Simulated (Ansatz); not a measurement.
Geometry optimisation, DFT PBEsol, scalar-relativistic, plane waves, PAW in Ansatz.

The input (input.yaml):

```yaml
crystal:
  lattice:
    - [5.048742, 0.0, 0.0]
    - [2.524371, 4.372339, 0.0]
    - [0.0, 0.0, 15.776426]
  atoms:
    - { symbol: H, position: [0.16666668, 0.16666667, 0.06338571] }
    - { symbol: H, position: [0.66666673, 0.16666667, 0.06338571] }
    - { symbol: H, position: [0.16666669, 0.6666667, 0.06338571] }
    - { symbol: H, position: [0.66666673, 0.6666667, 0.06338571] }
    - { symbol: C, position: [0.16666668, 0.16666667, 0.13311] }
    - { symbol: C, position: [0.66666673, 0.16666667, 0.13311] }
    - { symbol: C, position: [0.16666669, 0.6666667, 0.13311] }
    - { symbol: C, position: [0.66666673, 0.6666667, 0.13311] }
    - { symbol: C, position: [-0.16666667, 0.33333335, 0.16577171] }
    - { symbol: C, position: [0.33333337, 0.33333335, 0.16577171] }
    - { symbol: C, position: [-0.16666666, 0.83333337, 0.16577171] }
    - { symbol: C, position: [0.33333338, 0.83333337, 0.16577171] }
    - { symbol: C, position: [-0.16666667, 0.33333335, 0.26375685] }
    - { symbol: C, position: [0.33333337, 0.33333335, 0.26375685] }
    - { symbol: C, position: [-0.16666666, 0.83333337, 0.26375685] }
    - { symbol: C, position: [0.33333338, 0.83333337, 0.26375685] }
    - { symbol: C, position: [0.0, 0.0, 0.29641857] }
    - { symbol: C, position: [0.50000004, 0.0, 0.29641857] }
    - { symbol: C, position: [1.0e-08, 0.50000002, 0.29641857] }
    - { symbol: C, position: [0.50000005, 0.50000002, 0.29641857] }
    - { symbol: H, position: [1.0e-08, 0.50000002, 0.36614285] }
    - { symbol: H, position: [0.50000005, 0.50000002, 0.36614285] }
    - { symbol: O, position: [0.16666669, 0.6666667, 0.34649328], spin: 1.0 }
magnetization:
  spin_polarized: true
basis:
  ecutwfc: 420.0
kpoints:
  mp_grid: { grid: [3, 3, 1] }
hamiltonian:
  xc: pbesol
  pseudopotentials: { kind: paw, azcp: { folder: soft_1 } }
scf:
  occupations: { method: gaussian, width: 0.02 }
  lower_state_search: "off"
relax:
  f_tol: 0.03
  max_steps: 60
  adjacent_minimum: "off"
  constraints: [{ sites: [0, 1, 2, 3, 4, 5, 6, 7, 8, 9, 10, 11] }]
output:
  write_density: true
  write_potential: true
  elf: true
  volumetric_format: npy
```

Launched with:

```bash
$ ansatz run input.yaml --threads 2 --pin off --max-ram 5120MiB --backend cpu --events-out ev --progress --plain --runs-dir out
```

Question: Where does it end, and by what steps?

Answer: The forces met the threshold. Limits of this set-up: coarse k mesh, thin slab, slab without dipole correction, PAW files made for another functional. After 11 steps the energy has fallen by 10.149 eV; O23 moved furthest, 1.55 Å. The start is strongly strained (largest force component 10 eV/Å).

| step | energy less start (eV) | largest force component (eV/Å) | accepted |
| --- | --- | --- | --- |
| 0 | 0.0000 | 10.436 | yes |
| 1 | -3.1082 | 8.007 | yes |
| 2 | -5.2569 | 7.265 | yes |
| 3 | -7.0336 | 6.366 | yes |
| 4 | -8.4319 | 4.250 | yes |
| 5 | -9.2699 | 2.547 | yes |
| 6 | -9.7513 | 1.706 | yes |
| 7 | -10.0260 | 0.841 | yes |
| 8 | -10.1323 | 0.747 | yes |
| 9 | -10.1480 | 0.055 | yes |
| 10 | -10.1493 | 0.038 | yes |
| 11 | -10.1494 | 0.008 | yes |

```xyz
23
Lattice="5.0487 0.0000 0.0000 2.5244 4.3723 0.0000 0.0000 0.0000 15.7764" Properties=species:S:1:pos:R:3
H 1.262 0.729 1.000
H 3.787 0.729 1.000
H 2.524 2.915 1.000
H 5.049 2.915 1.000
C 1.262 0.729 2.100
C 3.787 0.729 2.100
C 2.524 2.915 2.100
C 5.049 2.915 2.100
C 0.000 1.457 2.615
C 2.524 1.457 2.615
C 1.262 3.644 2.615
C 3.787 3.644 2.615
C 0.000 1.466 4.161
C 2.524 1.459 4.199
C 1.257 3.641 4.192
C 3.792 3.641 4.192
C 0.000 0.011 4.755
C 2.524 0.000 4.437
C 1.244 2.180 4.674
C 3.805 2.180 4.674
H 1.234 2.172 5.778
H 3.814 2.172 5.778
O 2.524 4.344 6.069
```

Run time: 3.2 min on 2 threads of Arm Neoverse V2 (shared host), peak memory 0.64 GiB.
